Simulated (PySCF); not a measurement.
**C2H8AlClO: geometry, spin-spin couplings**

Aim: predict the spin-spin couplings of C2H8AlClO (`C[O+](C)[AlH2-][Cl]`).

Computed with PySCF 2.14.0, with density-fitted response routines of our own, on a single molecule in the gas phase. Atoms are numbered from 0 throughout.

## Step 1: Starting geometry

13 atoms, charge 0, multiplicity 1; geometry from: GFN2-xTB. The atoms were then displaced at random by about 0.01 Å, so the start is not that level's minimum.

Bonds of the start (Å): C0–O1 1.41, O1–C2 1.42, O1–Al3 1.97, Al3–Cl4 2.03, C0–H5 1.11, C0–H6 1.11, C0–H7 1.06, C2–H8 1.10, C2–H9 1.11, C2–H10 1.07, Al3–H11 1.55, Al3–H12 1.56.

## Step 2: Optimising the geometry at PBE0-D3(BJ)/def2-SVP

What the job is given:

```
{"job": {"xc": "PBE0", "basis": "def2-SVP", "d3": "d3bj", "grid": 1, "shake": 0.01, "kind": "geom"}, "charge": 0, "multiplicity": 1}
C     -0.940490    -1.084160    -0.541840
O     -0.124370    -0.072910    -0.001250
C     -0.742200     1.200720     0.097570
Al     1.765180    -0.227210     0.528240
Cl     2.763130     0.872270    -0.856040
H     -1.837510    -1.212500     0.092050
H     -1.279520    -0.778650    -1.550280
H     -0.355580    -1.967200    -0.601010
H     -1.604810     1.164640     0.772050
H      0.021140     1.861810     0.560200
H     -1.013170     1.578190    -0.871810
H      1.807800    -1.777980     0.432160
H      1.546230     0.426100     1.929650
```

Command:

```sh
OMP_NUM_THREADS=1 python probes_run.py task.json out
```

One launch serves the whole session: the jobs run in the order shown.

The log of the run:

```text
step   0  E = -858.15826452  max force = 0.027715
step   1  E = -858.16635921  max force = 0.006827
step   2  E = -858.16675029  max force = 0.002487
step   3  E = -858.16685874  max force = 0.002005
step   4  E = -858.16694315  max force = 0.003765
step   5  E = -858.16707897  max force = 0.003631
step   6  E = -858.16740518  max force = 0.003049
step   7  E = -858.16777028  max force = 0.003459
step   8  E = -858.16813151  max force = 0.006496
step   9  E = -858.15894094  max force = 0.033000
step  10  E = -858.16794778  max force = 0.010269
step  11  E = -858.16830314  max force = 0.005137
step  12  E = -858.16861783  max force = 0.001037
step  13  E = -858.16865584  max force = 0.001021
step  14  E = -858.16866186  max force = 0.000522
step  15  E = -858.16866406  max force = 0.000441
optimisation converged
```

Wall time 89 s (1 thread of Arm Neoverse V1, shared host); peak memory 0.52 GiB.

Step by step: (the energy doesn't fall at every step)

```
step  energy from step 0 (eV)  largest force component (eV/Å)
   0                   0.0000                          1.4252
   1                  -0.2203                          0.3511
   2                  -0.2309                          0.1279
   3                  -0.2339                          0.1031
   4                  -0.2362                          0.1936
   5                  -0.2399                          0.1867
   6                  -0.2487                          0.1568
   7                  -0.2587                          0.1779
   8                  -0.2685                          0.3340
   9                  -0.0184                          1.6969
  10                  -0.2635                          0.5281
  11                  -0.2732                          0.2642
  12                  -0.2817                          0.0533
  13                  -0.2828                          0.0525
  14                  -0.2829                          0.0268
  15                  -0.2830                          0.0227
```

Distances of close pairs at the start and the end, largest changes first:

```
   bond  before (Å)  after (Å)  change (Å)
Al3–Cl4       2.030      2.156      +0.126
Al3–H11       1.554      1.591      +0.036
  C0–H7       1.061      1.097      +0.036
Al3–H12       1.562      1.590      +0.029
 C2–H10       1.075      1.101      +0.026
  C0–O1       1.407      1.426      +0.018
  C2–H9       1.111      1.096      -0.014
 O1–Al3       1.968      1.977      +0.008
```

The end geometry stands in the next job.

```
                         at the end point                value
rotational constants (GHz, main isotopes)  4.185, 1.882, 1.780
                        dipole moment (D)                 5.35
```

## Step 3: Indirect couplings: B3LYP/cc-pVTZ

What the job is given:

```
{"job": {"kind": "j", "xc": "B3LYP", "basis": "cc-pVTZ"}, "charge": 0, "multiplicity": 1}
C     -1.027894    -0.867462    -0.902622
O     -0.394849     0.004728     0.030924
C     -0.824813     1.360850    -0.056930
Al     1.532576    -0.297642     0.348073
Cl     2.190976     0.332007    -1.606443
H     -2.115242    -0.844899    -0.738622
H     -0.781828    -0.562871    -1.931569
H     -0.640148    -1.875709    -0.712150
H     -1.914315     1.405042     0.087480
H     -0.317529     1.911076     0.744417
H     -0.544109     1.783639    -1.034347
H      1.547543    -1.871917     0.575178
H      1.807768     0.754908     1.508161
```

Level: B3LYP/cc-pVTZ indirect spin-spin coupling, non-relativistic, gas phase.

The log of the run:

```text
coarse grid: 11472 points
cycle   1  E = -859.0212309556  dE =  1.501e-01  |g| = 5.174e-01  |ddm| = 6.840e+00
cycle   2  E = -858.9870554027  dE =  3.418e-02  |g| = 7.003e-01  |ddm| = 1.668e+00
cycle   3  E = -859.0727531956  dE = -8.570e-02  |g| = 1.099e-01  |ddm| = 8.542e-01
cycle   4  E = -859.0747787131  dE = -2.026e-03  |g| = 3.489e-02  |ddm| = 1.658e-01
cycle   5  E = -859.0750265282  dE = -2.478e-04  |g| = 6.034e-03  |ddm| = 5.372e-02
cycle   6  E = -859.0750354236  dE = -8.895e-06  |g| = 1.499e-03  |ddm| = 1.109e-02
final grid: 100240 points
cycle   7  E = -859.0779208406  dE = -6.228e-05  |g| = 6.597e-03  |ddm| = 7.936e-02
cycle   8  E = -859.0779162618  dE =  4.579e-06  |g| = 8.233e-03  |ddm| = 2.123e-02
cycle   9  E = -859.0779292095  dE = -1.295e-05  |g| = 1.206e-03  |ddm| = 1.151e-02
cycle  10  E = -859.0779294380  dE = -2.285e-07  |g| = 3.025e-04  |ddm| = 1.679e-03
cycle  11  E = -859.0779294564  dE = -1.835e-08  |g| = 5.624e-05  |ddm| = 4.740e-04
cycle  12  E = -859.0779294570  dE = -6.223e-10  |g| = 1.280e-05  |ddm| = 9.063e-05
converged SCF energy = -859.0779294570

Indirect spin-spin couplings (Hz)
  i      j    bonds     total        FC       PSO       DSO        SD
  0 C    1 O    1     18.746    20.070    -1.189    -0.136         -
  0 C    2 C    2     -1.166    -0.850    -0.278    -0.037         -
  0 C    3 Al   2      0.990     1.121    -0.117    -0.013         -
  0 C    5 H    1    135.237   134.115     0.362     0.760         -
  0 C    6 H    1    137.977   136.904     0.266     0.806         -
  0 C    7 H    1    138.491   137.425     0.293     0.773         -
  0 C    8 H    3      2.104     2.071     0.048    -0.015         -
  0 C    9 H    3      9.162     9.250     0.503    -0.591         -
  0 C   10 H    3      1.199     1.172     0.061    -0.033         -
  0 C   11 H    3      2.249     2.198    -0.025     0.076         -
  0 C   12 H    3      1.955     2.110     0.223    -0.378         -
  1 O    2 C    1     18.760    20.084    -1.188    -0.135         -
  1 O    5 H    2     -2.964    -2.458    -0.569     0.063         -
  1 O    6 H    2     -1.326    -0.832    -0.544     0.050         -
  1 O    7 H    2     -8.326    -7.602    -0.723    -0.001         -
  1 O    8 H    2     -2.844    -2.328    -0.581     0.064         -
  1 O    9 H    2     -8.370    -7.650    -0.722     0.001         -
  1 O   10 H    2     -1.373    -0.888    -0.535     0.050         -
  1 O   11 H    2    -11.253   -11.308     0.109    -0.054         -
  1 O   12 H    2    -11.088   -11.141     0.106    -0.053         -
  2 C    3 Al   2      1.040     1.176    -0.122    -0.014         -
  2 C    5 H    3      1.951     1.920     0.057    -0.026         -
  2 C    6 H    3      1.346     1.316     0.053    -0.023         -
  2 C    7 H    3      9.211     9.298     0.504    -0.591         -
  2 C    8 H    1    135.081   133.956     0.365     0.760         -
  2 C    9 H    1    138.557   137.493     0.295     0.768         -
  2 C   10 H    1    137.853   136.777     0.272     0.804         -
  2 C   11 H    3      1.960     2.113     0.222    -0.375         -
  2 C   12 H    3      2.319     2.266    -0.029     0.083         -
  3 Al   5 H    3      3.197     3.193     0.390    -0.385         -
  3 Al   6 H    3      0.162     0.133     0.106    -0.077         -
  3 Al   7 H    3      0.761     0.651    -0.043     0.153         -
  3 Al   8 H    3      3.367     3.364     0.391    -0.388         -
  3 Al   9 H    3      0.755     0.651    -0.036     0.140         -
  3 Al  10 H    3      0.195     0.168     0.094    -0.067         -
  3 Al  11 H    1    249.018   250.324    -1.695     0.388         -
  3 Al  12 H    1    248.596   249.904    -1.697     0.389         -
  5 H    6 H    2     -6.176    -6.092     2.317    -2.401         -
  5 H    7 H    2    -10.808   -10.711     2.320    -2.417         -
  5 H    8 H    4      0.321     0.019    -1.230     1.532         -
  5 H    9 H    4     -0.265    -0.087     1.555    -1.733         -
  5 H   10 H    4      0.503     0.490     0.760    -0.747         -
  5 H   12 H    4      0.740     1.067     0.974    -1.301         -
  6 H    7 H    2     -9.959    -9.979     2.227    -2.207         -
  6 H    8 H    4      0.529     0.500     0.682    -0.653         -
  6 H    9 H    4     -0.546    -0.366     1.616    -1.796         -
  6 H   10 H    4      0.621     0.232    -1.096     1.485         -
  6 H   11 H    4     -0.238    -0.189     0.441    -0.490         -
  6 H   12 H    4     -0.635    -0.088     0.828    -1.376         -
  7 H    8 H    4     -0.251    -0.071     1.573    -1.753         -
  7 H    9 H    4      1.708     1.935     1.814    -2.040         -
  7 H   10 H    4     -0.548    -0.370     1.599    -1.776         -
  7 H   12 H    4     -0.263     0.382     0.603    -1.248         -
  8 H    9 H    2    -10.861   -10.759     2.325    -2.427         -
  8 H   10 H    2     -6.326    -6.242     2.313    -2.397         -
  8 H   11 H    4      0.787     1.108     0.969    -1.290         -
  9 H   10 H    2     -9.858    -9.868     2.238    -2.228         -
  9 H   11 H    4     -0.221     0.396     0.589    -1.206         -
 10 H   11 H    4     -0.657    -0.099     0.835    -1.394         -
 10 H   12 H    4     -0.188    -0.169     0.380    -0.398         -
 11 H   12 H    2     27.203    28.586     0.447    -1.830         -
```

Run time: 71 s. Hardware: 1 thread of Arm Neoverse V1, shared host; peak memory 1 GiB.

This basis has no tight s functions, so the Fermi-contact terms are rough.

A choice of the couplings up to four bonds, sorted by the number of bonds, with means over like pairs; isotopes 27Al, 13C, 1H, 17O:

```
   pair  bonds  J (Hz)  Fermi contact (Hz)
Al3–H11      1   248.8               250.1
  C0–H5      1   137.2               136.1
  C0–O1      1    18.8                20.1
H11–H12      2    27.2                28.6
 O1–H11      2   -11.2               -11.2
  H5–H6      2    -9.0                -8.9
  O1–H5      2    -4.2                -3.6
  C0–C2      2    -1.2                -0.8
 C0–Al3      2     1.0                 1.1
  C0–H8      3     4.2                 4.2
 C0–H11      3     2.1                 2.2
 Al3–H5      3     1.4                 1.4
```

The spin-dipole term was not solved, so all couplings lack that part.

The response was solved for the nuclei of C, H alone, so couplings that need other nuclei can be missing.

Quadrupole couplings from the field gradients of the same density:

```
atom  isotope  eQq/h (MHz)     η
 Al3     27Al         25.8  0.93
 Cl4     35Cl        -20.7  0.21
  O1      17O         11.3  0.75
```

## Step 4: Spin-spin couplings: B3LYP/6-31G*

Settings changed since step 3:

```diff
@@ -1,2 +1,2 @@
-{"job": {"kind": "j", "xc": "B3LYP", "basis": "cc-pVTZ"}, "charge": 0, "multiplicity": 1}
+{"job": {"kind": "j", "xc": "B3LYP", "basis": "6-31G*"}, "charge": 0, "multiplicity": 1}
 C     -1.027894    -0.867462    -0.902622
```

Level: B3LYP/6-31G* indirect spin-spin coupling, non-relativistic, gas phase.

The log of the run:

```text
coarse grid: 11472 points
cycle   1  E = -858.9505908279  dE =  1.642e-01  |g| = 4.673e-01  |ddm| = 2.919e+00
cycle   2  E = -858.9253665174  dE =  2.522e-02  |g| = 6.128e-01  |ddm| = 9.962e-01
cycle   3  E = -859.0006684183  dE = -7.530e-02  |g| = 9.091e-02  |ddm| = 5.453e-01
cycle   4  E = -859.0022211141  dE = -1.553e-03  |g| = 2.529e-02  |ddm| = 1.004e-01
cycle   5  E = -859.0023987882  dE = -1.777e-04  |g| = 4.131e-03  |ddm| = 3.647e-02
cycle   6  E = -859.0024038653  dE = -5.077e-06  |g| = 5.813e-04  |ddm| = 5.742e-03
final grid: 100240 points
cycle   7  E = -858.9438244984  dE = -1.315e-05  |g| = 5.455e-03  |ddm| = 1.326e-02
cycle   8  E = -858.9438221579  dE =  2.341e-06  |g| = 6.437e-03  |ddm| = 9.733e-03
cycle   9  E = -858.9438320487  dE = -9.891e-06  |g| = 6.183e-04  |ddm| = 4.942e-03
cycle  10  E = -858.9438321188  dE = -7.003e-08  |g| = 1.383e-04  |ddm| = 5.377e-04
cycle  11  E = -858.9438321224  dE = -3.640e-09  |g| = 2.235e-05  |ddm| = 1.277e-04
cycle  12  E = -858.9438321225  dE = -1.339e-10  |g| = 4.748e-06  |ddm| = 2.879e-05
converged SCF energy = -858.9438321225

Indirect spin-spin couplings (Hz)
  i      j    bonds     total        FC       PSO       DSO        SD
  0 C    1 O    1      6.923     8.218    -1.153    -0.142         -
  0 C    2 C    2     -1.513    -1.276    -0.201    -0.036         -
  0 C    3 Al   2      0.119     0.305    -0.173    -0.013         -
  0 C    5 H    1    155.296   154.395     0.082     0.819         -
  0 C    6 H    1    159.221   158.336     0.025     0.861         -
  0 C    7 H    1    158.929   158.067     0.028     0.833         -
  0 C    8 H    3      1.957     1.932     0.033    -0.008         -
  0 C    9 H    3      8.387     8.612     0.359    -0.584         -
  0 C   10 H    3      1.128     1.114     0.042    -0.028         -
  0 C   11 H    3      2.273     2.214    -0.021     0.080         -
  0 C   12 H    3      1.799     2.019     0.153    -0.374         -
  1 O    2 C    1      6.925     8.219    -1.152    -0.141         -
  1 O    5 H    2     -3.109    -2.689    -0.469     0.049         -
  1 O    6 H    2     -1.923    -1.509    -0.450     0.036         -
  1 O    7 H    2     -7.801    -7.189    -0.604    -0.009         -
  1 O    8 H    2     -2.983    -2.555    -0.478     0.049         -
  1 O    9 H    2     -7.859    -7.250    -0.602    -0.007         -
  1 O   10 H    2     -1.971    -1.564    -0.442     0.036         -
  1 O   11 H    2    -10.283   -10.310     0.079    -0.052         -
  1 O   12 H    2    -10.142   -10.167     0.076    -0.051         -
  2 C    3 Al   2      0.130     0.320    -0.176    -0.014         -
  2 C    5 H    3      1.796     1.776     0.039    -0.020         -
  2 C    6 H    3      1.278     1.259     0.036    -0.018         -
  2 C    7 H    3      8.446     8.670     0.360    -0.584         -
  2 C    8 H    1    155.153   154.249     0.085     0.818         -
  2 C    9 H    1    159.041   158.183     0.030     0.828         -
  2 C   10 H    1    159.065   158.179     0.028     0.858         -
  2 C   11 H    3      1.800     2.019     0.153    -0.371         -
  2 C   12 H    3      2.312     2.250    -0.023     0.086         -
  3 Al   5 H    3      2.378     2.590     0.169    -0.381         -
  3 Al   6 H    3     -0.227    -0.043    -0.110    -0.074         -
  3 Al   7 H    3      0.468     0.510    -0.196     0.154         -
  3 Al   8 H    3      2.514     2.727     0.171    -0.384         -
  3 Al   9 H    3      0.445     0.489    -0.186     0.142         -
  3 Al  10 H    3     -0.215    -0.032    -0.118    -0.064         -
  3 Al  11 H    1    258.155   259.069    -1.329     0.415         -
  3 Al  12 H    1    257.648   258.561    -1.329     0.416         -
  5 H    6 H    2    -10.031    -9.028     1.273    -2.276         -
  5 H    7 H    2    -14.243   -13.180     1.231    -2.293         -
  5 H    8 H    4      0.638     0.067    -0.969     1.540         -
  5 H    9 H    4     -0.750    -0.100     1.055    -1.705         -
  5 H   10 H    4      0.459     0.758     0.419    -0.718         -
  5 H   11 H    4     -0.198     0.122     0.550    -0.870         -
  5 H   12 H    4      0.446     1.061     0.671    -1.286         -
  6 H    7 H    2    -13.951   -13.065     1.199    -2.085         -
  6 H    8 H    4      0.499     0.762     0.360    -0.623         -
  6 H    9 H    4     -1.044    -0.382     1.107    -1.770         -
  6 H   10 H    4      0.915     0.298    -0.875     1.491         -
  6 H   11 H    4     -0.403    -0.180     0.250    -0.472         -
  6 H   12 H    4     -0.909    -0.074     0.525    -1.360         -
  7 H    8 H    4     -0.747    -0.091     1.069    -1.726         -
  7 H    9 H    4      1.109     1.831     1.295    -2.016         -
  7 H   10 H    4     -1.039    -0.383     1.095    -1.750         -
  7 H   11 H    4      0.369    -0.712    -0.866     1.947         -
  7 H   12 H    4     -0.536     0.343     0.352    -1.232         -
  8 H    9 H    2    -14.287   -13.216     1.232    -2.303         -
  8 H   10 H    2    -10.178    -9.175     1.269    -2.273         -
  8 H   11 H    4      0.489     1.095     0.668    -1.275         -
  8 H   12 H    4     -0.158     0.176     0.572    -0.906         -
  9 H   10 H    2    -13.856   -12.958     1.207    -2.106         -
  9 H   11 H    4     -0.484     0.362     0.344    -1.190         -
  9 H   12 H    4      0.427    -0.653    -0.863     1.943         -
 10 H   11 H    4     -0.930    -0.083     0.531    -1.378         -
 10 H   12 H    4     -0.326    -0.150     0.206    -0.382         -
 11 H   12 H    2     29.064    30.787     0.056    -1.779         -
```

Wall time 8 s (1 thread of Arm Neoverse V1, shared host); peak memory 0.55 GiB.

The basis is not made for couplings: without tight functions at the nuclei these values are rough.

In short: J(Al3,H11) 257.9 Hz, J(C0,H5) 157.8 Hz, J(H11,H12) 29.1 Hz (means over like pairs).

## Step 5: Comparing the runs: spin-spin couplings

Couplings (Hz), each a mean over the pairs like the one named, with basis size and wall time:

```
          run  Al3–H11  C0–H5  H11–H12  C0–O1  O1–H11  H5–H6  O1–H5  functions  time
B3LYP/cc-pVTZ    248.8  137.2     27.2   18.8   -11.2   -9.0   -4.2        270  71 s
 B3LYP/6-31G*    257.9  157.8     29.1    6.9   -10.2  -12.8   -4.3         94   8 s
```

## Step 6: Outcome

| quantity | value |
| --- | --- |
| rotational constants (main isotopes) | 4.19, 1.88, 1.78 GHz |
| largest coupling of the table (B3LYP/cc-pVTZ) | 1J(Al,H) Al3–H11, 248.8 Hz |
| range of J(Al3,H11), mean over like pairs | 248.8 to 257.9 Hz |

In words: Over 15 steps the energy fell by 0.283 eV; of the close pairs, Al3–Cl4 changed most, 2.030 to 2.156 Å. No frequency check was run at this level, so the end point may be a saddle. Of the pairs tabulated at B3LYP/cc-pVTZ, Al3–H11 (mean over like pairs) couples most strongly (248.8 Hz; Fermi contact 250.1 Hz). Couplings across rotatable bonds belong to this one conformer; where others are populated, the observed values are averages. The coupling Al3–H11, as a mean over pairs of its kind, runs from 248.8 Hz (B3LYP/cc-pVTZ) to 257.9 Hz (B3LYP/6-31G*). Couplings from bases without tight functions are rough.
